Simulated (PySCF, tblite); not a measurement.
# C₆H₈N₂OSi: geometry, infrared bands and NMR shifts

Wanted: the infrared bands and NMR shifts of C₆H₈N₂OSi (`N#C[C@H](C[SiH3])c1ncco1`), by calculation.

Programs: tblite 0.8.0 and PySCF 2.14.0, with density-fitted response routines of our own. Each step states its level of theory. These are calculated values for one molecule in the gas phase, unless marked as measured. Atoms are numbered from 0 throughout.

### Step 1. The starting structure

18 atoms, charge 0, multiplicity 1; geometry from: force field or distance geometry start.

Bonds of the start (Å): N0–C1 1.15, C1–C2 1.49, C2–C3 1.52, C3–Si4 1.87, C2–C5 1.46, C5–N6 1.36, N6–C7 1.36, C7–C8 1.38, C8–O9 1.33, O9–C5 1.33, C2–H10 1.12, C3–H11 1.11, C3–H12 1.09, Si4–H13 1.47, Si4–H14 1.45, Si4–H15 1.47, C7–H16 1.09, C8–H17 1.08.

### Step 2. Geometry optimisation with GFN2-xTB

What the job is given:

```
{"job": {"kind": "relax", "xc": "GFN2-xTB", "basis": "xTB"}, "charge": 0, "multiplicity": 1}
N     -0.484600    -0.556200    -3.526600
C     -0.603700    -0.541300    -2.387700
C     -0.725100    -0.524700    -0.899100
C     -1.589400     0.635100    -0.441700
Si    -1.666700     0.526400     1.422400
C      0.615500    -0.422100    -0.322200
N      1.275100    -1.341700     0.439100
C      2.491100    -0.827600     0.758100
C      2.553100     0.414400     0.165500
O      1.409300     0.636400    -0.469500
H     -1.132000    -1.519600    -0.594800
H     -2.621600     0.553300    -0.833000
H     -1.104400     1.578300    -0.703700
H     -2.056300     1.839800     1.950700
H     -2.636500    -0.448500     1.873200
H     -0.353400     0.203700     2.003000
H      3.252600    -1.329200     1.362500
H      3.368100     1.129900     0.192100
```

Run with:

```
$ OMP_NUM_THREADS=1 python probes_run.py task.json out
```

This one command runs all jobs of the session in turn.

**Question.** This job is followed by: GFN2-xTB harmonic vibrations, gas phase; GIAO PBE0/pcSseg-1 NMR shielding, non-relativistic, gas phase. What will the session give for the following? strongest single infrared mode (GFN2-xTB); zero-point energy (GFN2-xTB); ¹³C shifts against TMS (PBE0/pcSseg-1); ¹H shifts against TMS (PBE0/pcSseg-1, means over atoms taken as alike); ¹⁵N shifts against NH3 (PBE0/pcSseg-1); ²⁹Si shifts against TMS (PBE0/pcSseg-1); ¹⁷O shifts against H2O (PBE0/pcSseg-1).

As calculated:

| quantity | value |
| --- | --- |
| strongest single infrared mode (GFN2-xTB) | 2292 cm⁻¹, 376 km/mol |
| zero-point energy (GFN2-xTB) | 78.4 kcal/mol |
| ¹³C shifts against TMS (PBE0/pcSseg-1) | 163.8, 146.4, 135.4, 123.6, 29.9, 16.6 ppm |
| ¹H shifts against TMS (PBE0/pcSseg-1, means over atoms taken as alike) | 7.85, 7.36, 4.03, 3.46, 1.90, 1.55 ppm |
| ¹⁵N shifts against NH3 (PBE0/pcSseg-1) | 304.4, 301.8 ppm |
| ²⁹Si shifts against TMS (PBE0/pcSseg-1) | -71.9 ppm |
| ¹⁷O shifts against H2O (PBE0/pcSseg-1) | 319.2 ppm |

What this shows: Relaxing lowered the energy by 0.452 eV in 132 steps; the close pair that moved most is C5–N6, from 1.364 to 1.295 Å. No mode is imaginary among the 48: a minimum at this level. The strongest single mode, at 2292 cm⁻¹, moves mainly H13. GFN2-xTB is a fitted tight-binding method: band positions and strengths are rough. Its intensities can rank the bands wrongly. NICS(1)zz of -28 ppm above the planar ring from C5 marks a diatropic (aromatic) ring current.
